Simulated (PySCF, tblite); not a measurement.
# C₅H₉NO₃Si: geometry, infrared bands and NMR shifts

Aim: predict the infrared bands and NMR shifts of C₅H₉NO₃Si (`CO[Si@H](O)n1ccc(O)c1`).

The runs use tblite 0.8.0 and PySCF 2.14.0, with density-fitted response routines of our own; the level of theory stands in each step. All values are computed, except where a source is named. Atoms are numbered from 0 throughout.

### 1 Starting geometry

19 atoms, charge 0, multiplicity 1; geometry from: force field or distance geometry start.

Bonds of the start (Å): C0–O1 1.38, O1–Si2 1.69, Si2–O3 1.74, Si2–N4 1.81, N4–C5 1.35, C5–C6 1.37, C6–C7 1.39, C7–O8 1.39, C7–C9 1.37, C9–N4 1.35, C0–H10 1.10, C0–H11 1.11, C0–H12 1.13, Si2–H13 1.46, O3–H14 1.00, C5–H15 1.09, C6–H16 1.08, O8–H17 1.00, C9–H18 1.09.

### 2 Optimising the geometry with GFN2-xTB

The job: settings as JSON, then the geometry in Å.

```
{"job": {"kind": "relax", "xc": "GFN2-xTB", "basis": "xTB"}, "charge": 0, "multiplicity": 1}
C      3.220100    -0.682400     0.153200
O      2.225400    -0.133400     0.938100
Si     1.157700     0.905100     0.138800
O      0.939600     2.272100     1.187800
N     -0.455600     0.106900    -0.060800
C     -0.620500    -1.227800    -0.084300
C     -1.965500    -1.443400    -0.259600
C     -2.607300    -0.211400    -0.342600
O     -3.969700    -0.008500    -0.523700
C     -1.635200     0.740800    -0.220200
H      3.549200    -0.055600    -0.685900
H      4.095300    -0.887600     0.803800
H      2.878500    -1.696700    -0.195200
H      1.653300     1.433000    -1.127000
H     -0.011800     2.575300     1.155000
H      0.180900    -1.954600     0.038500
H     -2.426400    -2.420600    -0.307000
H     -4.394400     0.887100    -0.366800
H     -1.823500     1.810900    -0.249600
```

Started as:

```bash
> OMP_NUM_THREADS=1 python probes_run.py task.json out
```

The driver reads the jobs from task.json and runs them one after another.

**Question.** This job is followed by: GFN2-xTB harmonic vibrations, gas phase; GIAO PBE0/pcSseg-1 NMR shielding, non-relativistic, gas phase. Predict these results of the whole session: strongest single infrared mode (GFN2-xTB); zero-point energy (GFN2-xTB); 13C shifts against TMS (PBE0/pcSseg-1); 1H shifts against TMS (PBE0/pcSseg-1, means over atoms taken as alike); 17O shifts against H2O (PBE0/pcSseg-1); 29Si shifts against TMS (PBE0/pcSseg-1); 15N shifts against NH3 (PBE0/pcSseg-1).

The runs gave:

| quantity | value |
| --- | --- |
| strongest single infrared mode (GFN2-xTB) | 822 cm⁻¹, 304 km/mol |
| zero-point energy (GFN2-xTB) | 86.6 kcal/mol |
| 13C shifts against TMS (PBE0/pcSseg-1) | 155.3, 121.6, 107.2, 104.2, 53.7 ppm |
| 1H shifts against TMS (PBE0/pcSseg-1, means over atoms taken as alike) | 6.47, 6.19, 6.18, 4.85, 4.14, 3.50, 2.32 ppm |
| 17O shifts against H2O (PBE0/pcSseg-1) | 81.7, 51.2, 25.8 ppm |
| 29Si shifts against TMS (PBE0/pcSseg-1) | -54.2 ppm |
| 15N shifts against NH3 (PBE0/pcSseg-1) | 179.0 ppm |

**Reading.** The optimisation took 132 steps and gained 0.908 eV; among the close pairs (by a distance rule), Si2–O3 changed most, from 1.737 to 1.613 Å. The lowest mode is imaginary (36i cm⁻¹), so the xTB geometry is not a minimum. The strongest single mode, at 822 cm⁻¹, moves mainly H14. GFN2-xTB is a fitted tight-binding method: band positions and strengths are rough. Its intensities can rank the bands wrongly. At PBE0/pcSseg-1: Shielding is most anisotropic at N4 (span 166 ppm, paramagnetic term -245 ppm). NICS(1)zz of -26 ppm above the planar ring from N4 marks a diatropic (aromatic) ring current.
